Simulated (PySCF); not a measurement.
# V(NH2)F3: EPR parameters at several levels of theory

Aim: compute the EPR parameters of V(NH2)F3 (`[NH2][V]([F])([F])[F]`) at several levels, and see how far they spread and what each costs.

Programs: PySCF 2.14.0, with density-fitted response routines of our own. Each step states its level of theory. These are calculated values for one molecule in the gas phase, unless marked as measured. Atoms count from 0, in the outputs and in this text.

## (1) The starting structure

7 atoms, charge 0, multiplicity 2; geometry from: GFN2-xTB. The atoms were then displaced at random by about 0.03 Å, so the start is not that level's minimum.

Bonds of the start (Å): V0–N1 1.76, V0–F4 1.67, V0–F5 1.74, V0–F6 1.58, N1–H2 0.97, N1–H3 0.93.

## (2) Optimising the geometry at PBE0-D3(BJ)/def2-SVP

The job: settings as JSON, then the geometry in Å.

```
{"job": {"xc": "PBE0", "basis": "def2-SVP", "d3": "d3bj", "grid": 1, "maxiter": 40, "shake": 0.03, "kind": "geom"}, "charge": 0, "multiplicity": 2}
V     -0.086420    -0.076570    -0.796360
N     -0.029350    -0.007240     0.957340
H      0.820010    -0.036210     1.430160
H     -0.697280     0.053730     1.604450
F      1.565600    -0.095410    -1.014700
F     -0.694820     1.521640    -1.135760
F     -0.785890    -1.461950    -1.113670
```

Started as:

```sh
> OMP_NUM_THREADS=1 python probes_run.py task.json out
```

This one command runs all jobs of the session in turn.

Output:

```text
step   0  E = -1298.68107269  max force = 0.121184
step   1  E = -1298.71189095  max force = 0.020999
step   2  E = -1298.71305813  max force = 0.005390
step   3  E = -1298.71330251  max force = 0.003056
step   4  E = -1298.71337091  max force = 0.002120
step   5  E = -1298.71339857  max force = 0.000942
step   6  E = -1298.71342002  max force = 0.001317
step   7  E = -1298.71343348  max force = 0.001889
step   8  E = -1298.71344311  max force = 0.001285
step   9  E = -1298.71344770  max force = 0.000364
optimisation converged
```

Wall time 86 s (1 thread of Arm Neoverse V2, shared host); peak memory 0.41 GiB.

Along the way:

| step | energy from step 0 (eV) | largest force component (eV/Å) |
| --- | --- | --- |
| 0 | 0.0000 | 6.2315 |
| 1 | -0.8386 | 1.0798 |
| 2 | -0.8704 | 0.2772 |
| 3 | -0.8770 | 0.1571 |
| 4 | -0.8789 | 0.1090 |
| 5 | -0.8796 | 0.0484 |
| 6 | -0.8802 | 0.0677 |
| 7 | -0.8806 | 0.0971 |
| 8 | -0.8808 | 0.0661 |
| 9 | -0.8810 | 0.0187 |

Close pairs (by a distance rule), those that changed most:

```csv
bond,before (Å),after (Å),change (Å)
V0–F6,1.584,1.718,+0.134
N1–H3,0.932,1.019,+0.087
V0–F4,1.666,1.723,+0.057
N1–H2,0.973,1.019,+0.046
V0–N1,1.756,1.785,+0.029
V0–F5,1.743,1.718,-0.025
```

The end geometry stands in the next job.

```
                         at the end point                value
rotational constants (GHz, main isotopes)  3.532, 3.352, 3.212
                        dipole moment (D)                 2.93
                                     ⟨S²⟩                0.763
```

## (3) g tensor and hyperfine couplings: PBE0/def2-TZVP-core+IGLO-III+pcH-1

The job: settings as JSON, then the geometry in Å.

```
{"job": {"kind": "epr"}, "charge": 0, "multiplicity": 2}
V      0.009327    -0.017078    -0.735890
N     -0.071160    -0.012354     1.046790
H      0.762428    -0.040767     1.631816
H     -0.927598     0.011748     1.597806
F      1.702052    -0.007866    -1.059052
F     -0.690912     1.455609    -1.277862
F     -0.692287    -1.491303    -1.272148
```

With the program's defaults for keys left out, this is: UKS PBE0, IGLO-III on F N, def2-TZVP-core on V, pcH-1 on H, non-relativistic, mean-field spin-orbit, GIAO.

Output:

```text
starts in def2-SVP, energy above the lowest (Eh): 0.00000 0.00000 0.00000 0.00000 0.00000
UKS, coarse grid
  cycle   1  E = -1297.13864606  |g| = 4.28e+00
  cycle   2  E = -1294.62982425  |g| = 3.79e+00
  cycle   3  E = -1291.26185182  |g| = 5.68e+00
  cycle   4  E = -1298.05934139  |g| = 2.15e+00
  cycle   5  E = -1299.17761937  |g| = 6.21e-01
  cycle   6  E = -1299.18855291  |g| = 6.00e-01
  cycle   7  E = -1299.29768593  |g| = 5.04e-02
  cycle   8  E = -1299.29748675  |g| = 5.61e-02
  cycle   9  E = -1299.29856155  |g| = 1.59e-02
  cycle  10  E = -1299.29864946  |g| = 5.16e-03
  cycle  11  E = -1299.29866434  |g| = 2.18e-03
  cycle  12  E = -1299.29866824  |g| = 1.15e-03
  cycle  13  E = -1299.29867236  |g| = 9.52e-04
UKS, final grid
  cycle   1  E = -1299.29882568  |g| = 1.82e-03
  cycle   2  E = -1299.29881907  |g| = 4.95e-03
  cycle   3  E = -1299.29882754  |g| = 8.27e-04
  cycle   4  E = -1299.29882786  |g| = 2.91e-04
  cycle   5  E = -1299.29882844  |g| = 1.92e-04
  cycle   6  E = -1299.29882865  |g| = 1.08e-04
  cycle   7  E = -1299.29882872  |g| = 9.56e-05
  cycle   8  E = -1299.29882876  |g| = 6.63e-05
  cycle   9  E = -1299.29882884  |g| = 3.45e-05
  cycle  10  E = -1299.29882885  |g| = 1.38e-05
  cycle  11  E = -1299.29882885  |g| = 1.21e-05
E = -1299.29882885 Eh   <S^2> = 0.7609 (exact 0.7500)
g shifts (ppm)      1          2          3
  rmc          -573       -573       -573
  gc            123         53         -3
  oz_so      -34714     -29139     -13274
  total      -35165     -29658     -13850
hyperfine (MHz)  atom isotope    a_iso     a_fc   dipolar eigenvalues
    0   51V    -156.33    -142.38   -168.98      2.00    166.98
    1   14N     -13.49     -13.47     -6.42      2.75      3.67
    2    1H      41.35      41.34     -6.39     -4.23     10.61
    3    1H      36.71      36.74     -5.65     -3.79      9.44
    4   19F      28.80      27.93   -119.58   -106.04    225.62
    5   19F       6.11       4.76    -62.88    -44.16    107.03
    6   19F       4.76       3.40    -61.24    -38.23     99.46
```

Wall time 2.1 min (1 thread of Arm Neoverse V2, shared host); peak memory 1 GiB.

Principal g values 1.96715, 1.97266, 1.98847; g(iso) = 1.97610, against 2.00232 for a free electron.

Mean a(iso) over the nuclei that a row names, and the largest dipolar term of the row (other rows stand at the frozen geometry):

| nuclei | isotope | a(iso) (MHz) | a(iso) (G, at g = 2.0023) | largest dipolar term (MHz) |
| --- | --- | --- | --- | --- |
| V0 | 51V | -156.3 | -55.8 | -169.0 |
| H2, H3 | 1H | 39.0 | 13.9 | 10.6 |
| N1 | 14N | -13.5 | -4.8 | -6.4 |
| F4, F5, F6 | 19F | 13.2 | 4.7 | 225.6 |

Mulliken spin populations:

```
atom  value (e)
  V0       1.05
  N1      -0.10
  H2       0.02
  H3       0.02
  F4       0.02
  F5       0.00
  F6       0.00
```

In first order the couplings over 0.8 MHz of 51V, 1H, 14N, 19F give 288 distinct lines over 442.1 G, if the averaged nuclei exchange fast.

Orbitals, density, ELF and potential are computed afterwards from the orbital file.

ELF in a plane through or near 5 of the atoms.

Ten even steps from ' ' (0.00) to '@' (0.99):
```
                                                        
                                                        
                                                        
                ..::::::..                              
            ..--++**##**==::..                          
          ..--++##%%%%%%##++..      ::----..            
          ..--**%%**##%%##++..    ++%%@@@@##::          
          ..--++##%%%%##++..    ::%%@@@@@@@@**..        
              ..::::::::--::..--**@@@@@@@@%%==          
                  --##==%%**::##**==%%%%**--..          
                  ==##++++**::##**..##%%**==..          
                  ::++++++--::++**%%@@@@@@%%++..        
                              ..--%%@@@@@@@@##::        
                                  ++%%@@@@%%==          
                                    ::==--..            
                                                        
                                                        
                                                        
                                                        
                                                        
```
The map spans 8.5 Å across and 8.4 Å up, centred on the molecule. Atoms in the plane (x, y in Å): V0 (-0.7, 0.0), N1 (1.1, 0.0), H2 (1.6, 0.8), H3 (1.7, -0.8), F4 (-1.1, 1.6).

On the surface of density 0.002 e/bohr³ the electrostatic potential runs, from the 1st to the 99th percentile, from -0.85 V near F4 to 2.59 V near V0.

The spin density lies nearest to V0 80 %; N1 7 % (beta excess).

## (4) EPR parameters: PBE/def2-TZVP-core+IGLO-III+pcH-1

The job, as its differences from that of step 3:

```diff
@@ -1,2 +1,2 @@
-{"job": {"kind": "epr"}, "charge": 0, "multiplicity": 2}
+{"job": {"kind": "epr", "xc": "PBE"}, "charge": 0, "multiplicity": 2}
 V      0.009327    -0.017078    -0.735890
```

With the program's defaults for keys left out, this is: UKS PBE, IGLO-III on F N, def2-TZVP-core on V, pcH-1 on H, non-relativistic, mean-field spin-orbit, GIAO.

Output, shortened:

```text
starts in def2-SVP, energy above the lowest (Eh): 0.00000 0.00000 0.00000 0.00000
UKS, coarse grid
  cycle   1  E = -1293.75209762  |g| = 6.38e+00
  cycle   2  E = -1246.91148571  |g| = 8.10e+00
  cycle   3  E = -1262.59809934  |g| = 9.65e+00
  cycle   4  E = -1274.06453843  |g| = 8.19e+00
  cycle   5  E = -1273.38275962  |g| = 7.41e+00
  cycle   6  E = -1284.30048948  |g| = 6.19e+00
  cycle   7  E = -1277.91512631  |g| = 7.39e+00
  cycle   8  E = -1284.35568327  |g| = 6.90e+00
  cycle   9  E = -1284.04116724  |g| = 6.98e+00
  cycle  10  E = -1289.06957195  |g| = 5.93e+00
[... 7 cycles left out ...]
  cycle  18  E = -1296.77108126  |g| = 3.13e+00
  cycle  19  E = -1298.51115582  |g| = 1.75e+00
  cycle  20  E = -1299.05358433  |g| = 9.32e-01
  cycle  21  E = -1299.13517410  |g| = 7.63e-01
  cycle  22  E = -1299.31929616  |g| = 1.20e-01
  cycle  23  E = -1299.32279783  |g| = 5.73e-02
  cycle  24  E = -1299.32408729  |g| = 2.21e-02
  cycle  25  E = -1299.32425238  |g| = 3.35e-03
  cycle  26  E = -1299.32425675  |g| = 1.13e-03
  cycle  27  E = -1299.32425782  |g| = 3.70e-04
UKS, final grid
  cycle   1  E = -1299.32446029  |g| = 1.12e-03
  cycle   2  E = -1299.32445670  |g| = 3.46e-03
  cycle   3  E = -1299.32446065  |g| = 4.02e-04
  cycle   4  E = -1299.32446068  |g| = 2.76e-04
  cycle   5  E = -1299.32446070  |g| = 6.12e-05
  cycle   6  E = -1299.32446071  |g| = 3.64e-05
  cycle   7  E = -1299.32446071  |g| = 5.43e-06
E = -1299.32446071 Eh   <S^2> = 0.7567 (exact 0.7500)
g shifts (ppm)      1          2          3
  rmc          -548       -548       -548
  gc            115         51         -2
  oz_so      -27356     -23469     -10894
  total      -27789     -23965     -11444
hyperfine (MHz)  atom isotope    a_iso     a_fc   dipolar eigenvalues
    0   51V    -131.98    -120.11   -164.63      6.98    157.65
    1   14N     -11.21     -11.20     -4.78      1.82      2.97
    2    1H      46.77      46.76     -5.58     -4.42     10.00
    3    1H      41.82      41.83     -4.93     -3.99      8.92
    4   19F      16.14      15.07   -130.51   -113.85    244.36
    5   19F       5.33       3.84    -59.11    -48.89    108.00
    6   19F       4.42       2.94    -56.52    -42.91     99.43
```

Wall time 55 s (1 thread of Arm Neoverse V2, shared host); peak memory 0.81 GiB.

In short: g(iso) 1.98125.

## (5) g tensor and hyperfine couplings: B3LYP/def2-TZVP-core+IGLO-III+pcH-1

The job, as its differences from that of step 4:

```diff
@@ -1,2 +1,2 @@
-{"job": {"kind": "epr", "xc": "PBE"}, "charge": 0, "multiplicity": 2}
+{"job": {"kind": "epr", "xc": "B3LYP"}, "charge": 0, "multiplicity": 2}
 V      0.009327    -0.017078    -0.735890
```

Level: UKS B3LYP, IGLO-III on F N, def2-TZVP-core on V, pcH-1 on H, non-relativistic, mean-field spin-orbit, GIAO.

Output:

```text
starts in def2-SVP, energy above the lowest (Eh): 0.00000 0.00000 0.00000 0.00000 0.00000
UKS, coarse grid
  cycle   1  E = -1297.29745187  |g| = 4.69e+00
  cycle   2  E = -1294.11508003  |g| = 4.30e+00
  cycle   3  E = -1290.67592914  |g| = 6.07e+00
  cycle   4  E = -1298.76667490  |g| = 2.05e+00
  cycle   5  E = -1299.73882916  |g| = 6.91e-01
  cycle   6  E = -1299.74264988  |g| = 7.02e-01
  cycle   7  E = -1299.88820638  |g| = 5.82e-02
  cycle   8  E = -1299.88769583  |g| = 6.86e-02
  cycle   9  E = -1299.88944053  |g| = 1.70e-02
  cycle  10  E = -1299.88952568  |g| = 6.12e-03
  cycle  11  E = -1299.88954131  |g| = 2.88e-03
  cycle  12  E = -1299.88954668  |g| = 1.48e-03
  cycle  13  E = -1299.88954709  |g| = 7.85e-04
UKS, final grid
  cycle   1  E = -1299.88973157  |g| = 1.74e-03
  cycle   2  E = -1299.88972207  |g| = 5.77e-03
  cycle   3  E = -1299.88973326  |g| = 6.29e-04
  cycle   4  E = -1299.88973349  |g| = 2.62e-04
  cycle   5  E = -1299.88973397  |g| = 1.98e-04
  cycle   6  E = -1299.88973419  |g| = 1.00e-04
  cycle   7  E = -1299.88973427  |g| = 9.41e-05
  cycle   8  E = -1299.88973430  |g| = 6.25e-05
  cycle   9  E = -1299.88973435  |g| = 2.97e-05
  cycle  10  E = -1299.88973436  |g| = 7.66e-06
E = -1299.88973436 Eh   <S^2> = 0.7588 (exact 0.7500)
g shifts (ppm)      1          2          3
  rmc          -578       -578       -578
  gc            126         56          1
  oz_so      -33408     -28094     -12542
  total      -33860     -28616     -13118
hyperfine (MHz)  atom isotope    a_iso     a_fc   dipolar eigenvalues
    0   51V    -133.71    -120.10   -173.30      3.04    170.26
    1   14N     -11.73     -11.72     -5.87      2.39      3.48
    2    1H      42.90      42.89     -5.99     -4.32     10.31
    3    1H      37.90      37.92     -5.30     -3.89      9.19
    4   19F      33.19      32.19   -124.12   -106.86    230.98
    5   19F       9.62       8.20    -62.28    -46.16    108.44
    6   19F       8.23       6.82    -60.63    -40.21    100.84
```

Wall time 2 min (1 thread of Arm Neoverse V2, shared host); peak memory 0.96 GiB.

This run: g(iso) 1.97712.

## (6) EPR parameters: BHandHLYP/def2-TZVP-core+IGLO-III+pcH-1

The job, as its differences from that of step 5:

```diff
@@ -1,2 +1,2 @@
-{"job": {"kind": "epr", "xc": "B3LYP"}, "charge": 0, "multiplicity": 2}
+{"job": {"kind": "epr", "xc": "BHandHLYP"}, "charge": 0, "multiplicity": 2}
 V      0.009327    -0.017078    -0.735890
```

With the program's defaults for keys left out, this is: UKS BHandHLYP, IGLO-III on F N, def2-TZVP-core on V, pcH-1 on H, non-relativistic, mean-field spin-orbit, GIAO.

Output:

```text
starts in def2-SVP, energy above the lowest (Eh): 0.00000 0.00000 0.00000 0.00000
UKS, coarse grid
  cycle   1  E = -1298.52743502  |g| = 3.37e+00
  cycle   2  E = -1297.26568386  |g| = 2.56e+00
  cycle   3  E = -1294.98941611  |g| = 4.32e+00
  cycle   4  E = -1299.19170060  |g| = 1.24e+00
  cycle   5  E = -1299.61901090  |g| = 2.89e-01
  cycle   6  E = -1299.64487902  |g| = 1.27e-01
  cycle   7  E = -1299.65035297  |g| = 1.67e-02
  cycle   8  E = -1299.65050902  |g| = 1.12e-02
  cycle   9  E = -1299.65060481  |g| = 3.57e-03
  cycle  10  E = -1299.65062920  |g| = 2.37e-03
  cycle  11  E = -1299.65064060  |g| = 1.66e-03
  cycle  12  E = -1299.65065387  |g| = 1.09e-03
  cycle  13  E = -1299.65066023  |g| = 5.94e-04
UKS, final grid
  cycle   1  E = -1299.65078086  |g| = 5.73e-04
  cycle   2  E = -1299.65078129  |g| = 9.29e-04
  cycle   3  E = -1299.65078165  |g| = 3.04e-04
  cycle   4  E = -1299.65078218  |g| = 2.76e-04
  cycle   5  E = -1299.65078263  |g| = 1.26e-04
  cycle   6  E = -1299.65078270  |g| = 8.45e-05
  cycle   7  E = -1299.65078274  |g| = 5.91e-05
  cycle   8  E = -1299.65078277  |g| = 4.82e-05
  cycle   9  E = -1299.65078280  |g| = 4.06e-05
  cycle  10  E = -1299.65078284  |g| = 2.57e-05
  cycle  11  E = -1299.65078285  |g| = 1.67e-05
E = -1299.65078285 Eh   <S^2> = 0.7634 (exact 0.7500)
g shifts (ppm)      1          2          3
  rmc          -600       -600       -600
  gc            134         59          1
  oz_so      -42340     -35111     -14386
  total      -42806     -35652     -14984
hyperfine (MHz)  atom isotope    a_iso     a_fc   dipolar eigenvalues
    0   51V    -156.47    -140.53   -177.78     -2.71    180.49
    1   14N     -15.02     -14.99     -7.48      3.29      4.19
    2    1H      40.15      40.15     -6.96     -3.98     10.94
    3    1H      35.29      35.33     -6.16     -3.55      9.72
    4   19F      49.14      48.23   -111.63    -95.77    207.40
    5   19F      11.03       9.86    -64.91    -40.35    105.25
    6   19F       9.26       8.08    -63.92    -34.84     98.76
```

It took 2 min on 1 thread of Arm Neoverse V2, shared host; peak memory 0.89 GiB.

In short: g(iso) 1.97117.

## (7) Comparing the runs: EPR parameters

g, ⟨S²⟩ and isotropic hyperfine couplings (MHz), with basis size and wall time:

| run | g(iso) | ⟨S²⟩ | 51V V0 | 1H H2 (mean) | 14N N1 | 19F F4 (mean) | functions | time |
| --- | --- | --- | --- | --- | --- | --- | --- | --- |
| PBE0/def2-TZVP-core+IGLO-III+pcH-1 | 1.97610 | 0.761 | -156.3 | 39.0 | -13.5 | 13.2 | 240 | 2.1 min |
| PBE/def2-TZVP-core+IGLO-III+pcH-1 | 1.98125 | 0.757 | -132.0 | 44.3 | -11.2 | 8.6 | 240 | 55 s |
| B3LYP/def2-TZVP-core+IGLO-III+pcH-1 | 1.97712 | 0.759 | -133.7 | 40.4 | -11.7 | 17.0 | 240 | 2 min |
| BHandHLYP/def2-TZVP-core+IGLO-III+pcH-1 | 1.97117 | 0.763 | -156.5 | 37.7 | -15.0 | 23.1 | 240 | 2 min |

## (8) Results

| quantity | value |
| --- | --- |
| rotational constants (main isotopes) | 3.53, 3.35, 3.21 GHz |
| g(iso) (PBE0) | 1.97610 |
| ⟨S²⟩ | 0.761 (exact 0.75) |
| largest a(iso) (averaged by class) | 51V on V0, -156.3 MHz |
| surface potential, 1st and 99th percentile | -0.85 V and 2.59 V |

What this shows: Single values in the summary come from the first run of each kind that ended normally (PBE0/def2-TZVP-core+IGLO-III+pcH-1), which need not be the best level. The start was shaken at random, so part of the energy gained undoes that. Relaxing lowered the energy by 0.881 eV in 9 steps; the close pair that moved most is V0–F6, from 1.584 to 1.718 Å. No frequency check was run at this level, so the end point may be a saddle. V0 carries the largest spin population, 1.05 e. The isotropic g lies 26.2 ppt below the free-electron value. DFT tends to give too small g shifts for metal centres. The coupling of 51V on V0 runs from -156.5 (BHandHLYP/def2-TZVP-core+IGLO-III+pcH-1) to -132.0 MHz (PBE/def2-TZVP-core+IGLO-III+pcH-1).
